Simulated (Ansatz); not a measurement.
Write a Python script for the Python package of Ansatz (0.2.0) that makes a rigid scan of one bond angle of CH₄OSSi, SMILES CS[Si]O. Use (for the species named): PBE, cc-pVDZ basis, multiplicity 1.

```xyz
8

C     0.7252    0.7284   -0.7630
S     0.0759   -0.9258   -0.9480
Si   -1.7556   -0.9447    0.1981
O    -1.1304   -0.9642    1.7842
H     0.8842    0.9996    0.2561
H     1.6049    0.9023   -1.3427
H    -0.0292    1.4859   -1.1639
H    -0.2830   -1.3387    1.9232
```

`bend.py`
```python
"""Energy of CH4OSSi against one bond angle."""

import ansatz as az
from ase import Atoms


def main() -> None:
    atoms = Atoms(["C", "S", "Si", "O", "H", "H", "H", "H"], positions=[
        (0.7252, 0.7284, -0.763),
        (0.0759, -0.9258, -0.948),
        (-1.7556, -0.9447, 0.1981),
        (-1.1304, -0.9642, 1.7842),
        (0.8842, 0.9996, 0.2561),
        (1.6049, 0.9023, -1.3427),
        (-0.0292, 1.4859, -1.1639),
        (-0.283, -1.3387, 1.9232),
    ])

    # relax first, so that the scan starts from a minimum
    first = (
        az.Crystal.molecule_from_ase(atoms).calculation()
        .basis(gaussian="cc-pVDZ")
        .functional("pbe")
        .relax(force_tolerance=0.02, max_steps=80)
    )
    atoms.positions = first.run(threads=1).report["positions_ang"]

    rows = []
    for angle in [90, 100, 110, 120, 135, 150, 165, 179]:
        bent = atoms.copy()
        bent.set_angle(2, 3, 7, angle, indices=[7])
        base = az.Crystal.molecule_from_ase(bent).calculation().basis(gaussian="cc-pVDZ").functional("pbe")
        rows.append((angle, base.run(threads=1).report["free_energy_ev"]))
    floor = min(e for _, e in rows)
    for angle, e in rows:
        print(f"angle Si2-O3-H7 = {angle:3d} deg   {1000 * (e - floor):9.1f} meV")


if __name__ == "__main__":
    main()
```

Output of `python bend.py`:
```text
angle Si2-O3-H7 =  90 deg       308.1 meV
angle Si2-O3-H7 = 100 deg       118.4 meV
angle Si2-O3-H7 = 110 deg        21.7 meV
angle Si2-O3-H7 = 120 deg         0.0 meV
angle Si2-O3-H7 = 135 deg        67.0 meV
angle Si2-O3-H7 = 150 deg       195.6 meV
angle Si2-O3-H7 = 165 deg       323.2 meV
angle Si2-O3-H7 = 179 deg       394.8 meV
```

These settings explore the input space; basis and method may be short of convergence. The scan is rigid, and the energies are electronic, in a modest basis. The zero is the lowest point of the grid, which needn't be the minimum. The whole script took 83 s on 1 thread of Arm Neoverse V2, with other jobs on the host, peak memory 0.22 GiB.
